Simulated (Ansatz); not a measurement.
Write a Python script for Ansatz's Python interface that makes a geometry optimisation of C₂H₆InN, SMILES CC#[N+][InH3-]. Settings: r2SCAN, def2-SVP basis, multiplicity 1.

```yaml
atoms:
  - { symbol: C, position_ang: [-0.8945, 1.5803, -1.3985] }
  - { symbol: C, position_ang: [-0.3641, 0.6063, -0.5349] }
  - { symbol: N, position_ang: [0.0676, -0.1931, 0.1452] }
  - { symbol: In, position_ang: [0.9939, -1.6132, 1.3880] }
  - { symbol: H, position_ang: [-0.6714, 2.6272, -1.0542] }
  - { symbol: H, position_ang: [-0.5503, 1.5109, -2.4410] }
  - { symbol: H, position_ang: [-2.0202, 1.5190, -1.4154] }
  - { symbol: H, position_ang: [0.5664, -3.2505, 0.7426] }
  - { symbol: H, position_ang: [0.2395, -1.4295, 3.0976] }
  - { symbol: H, position_ang: [2.7162, -1.4087, 1.4736] }
```

The script, `opt_c2h6inn.py`:
```python
import itertools
import logging
import sys

import ansatz as az
from ase import Atoms
from ase.data import atomic_numbers, covalent_radii
import numpy as np

logging.basicConfig(stream=sys.stdout, format="%(levelname)s:%(name)s:%(message)s")
logger = logging.getLogger("run")
logger.setLevel(logging.INFO)

atoms = Atoms(["C", "C", "N", "In", "H", "H", "H", "H", "H", "H"], positions=[
    (-0.8945, 1.5803, -1.3985),
    (-0.3641, 0.6063, -0.5349),
    (0.0676, -0.1931, 0.1452),
    (0.9939, -1.6132, 1.388),
    (-0.6714, 2.6272, -1.0542),
    (-0.5503, 1.5109, -2.441),
    (-2.0202, 1.519, -1.4154),
    (0.5664, -3.2505, 0.7426),
    (0.2395, -1.4295, 3.0976),
    (2.7162, -1.4087, 1.4736),
])
c2h6inn = az.Crystal.molecule_from_ase(atoms)

base = (
    c2h6inn.calculation()
    .basis(gaussian="def2-SVP")
    .functional("r2scan")
)
symbols = [site.symbol for site in c2h6inn.cartesian_sites]
start = np.array([site.position_ang for site in c2h6inn.cartesian_sites], dtype=float)
summary = base.relax(force_tolerance=0.01).run().report
end = np.array(summary["positions_ang"])

for key in ("converged", "free_energy_ev", "reference_energy_ev", "n_frozen", "n_occupied", "n_virtual"):
    logger.info(f"{key:22s} {summary[key]}")

radius = [covalent_radii[atomic_numbers[s]] for s in symbols]
span = lambda where, i, j: np.linalg.norm(where[i] - where[j])
bonded = [(i, j) for i, j in itertools.combinations(range(len(symbols)), 2) if min(span(start, i, j), span(end, i, j)) < 1.2 * (radius[i] + radius[j])]
logger.info("pair        before    after (A)")
for i, j in bonded:
    print(f"{symbols[i]}{i}-{symbols[j]}{j}".ljust(10), f"{span(start, i, j):8.4f} {span(end, i, j):8.4f}")
for first, second in list(itertools.combinations(bonded, 2)):
    shared = set(first) & set(second)
    if shared and symbols[(j := shared.pop())] != "H":
        i, k = sorted((set(first) | set(second)) - {j})
        u, v = end[i] - end[j], end[k] - end[j]
        angle = np.degrees(np.arccos(np.clip(u @ v / np.linalg.norm(u) / np.linalg.norm(v), -1, 1)))
        logger.info(f"final angle {symbols[i]}{i}-{symbols[j]}{j}-{symbols[k]}{k}: {angle:.2f} deg")
```

Running `python opt_c2h6inn.py` prints:
```text
INFO:run:converged              True
INFO:run:free_energy_ev         -8831.183934810148
INFO:run:reference_energy_ev    -8831.183934810148
INFO:run:n_frozen               0
INFO:run:n_occupied             [23, 23]
INFO:run:n_virtual              [75, 75]
INFO:run:pair        before    after (A)
C0-C1        1.4056   1.4478
C0-H4        1.1244   1.0999
C0-H5        1.1000   1.0999
C0-H6        1.1275   1.0999
C1-N2        1.1349   1.1583
N2-In3       2.1022   2.4186
In3-H7       1.8111   1.7374
In3-H8       1.8777   1.7374
In3-H9       1.7365   1.7375
INFO:run:final angle C1-C0-H4: 109.94 deg
INFO:run:final angle C1-C0-H5: 109.94 deg
INFO:run:final angle C1-C0-H6: 109.94 deg
INFO:run:final angle C0-C1-N2: 179.99 deg
INFO:run:final angle H4-C0-H5: 109.00 deg
INFO:run:final angle H4-C0-H6: 109.00 deg
INFO:run:final angle H5-C0-H6: 109.00 deg
INFO:run:final angle C1-N2-In3: 179.83 deg
INFO:run:final angle N2-In3-H7: 95.60 deg
INFO:run:final angle N2-In3-H8: 95.61 deg
INFO:run:final angle N2-In3-H9: 95.54 deg
INFO:run:final angle H7-In3-H8: 119.07 deg
INFO:run:final angle H7-In3-H9: 119.06 deg
INFO:run:final angle H8-In3-H9: 119.07 deg
```

Total energies depend on the basis set; only differences at equal settings carry meaning. The end point is the stationary point reached from this start; no frequency run checks that it is a minimum, and the basis set is modest. def2 sets replace the cores of elements past krypton by effective core potentials. Finished in 41 s on 1 thread of Arm Neoverse V1 (shared host), peak memory 0.23 GiB.
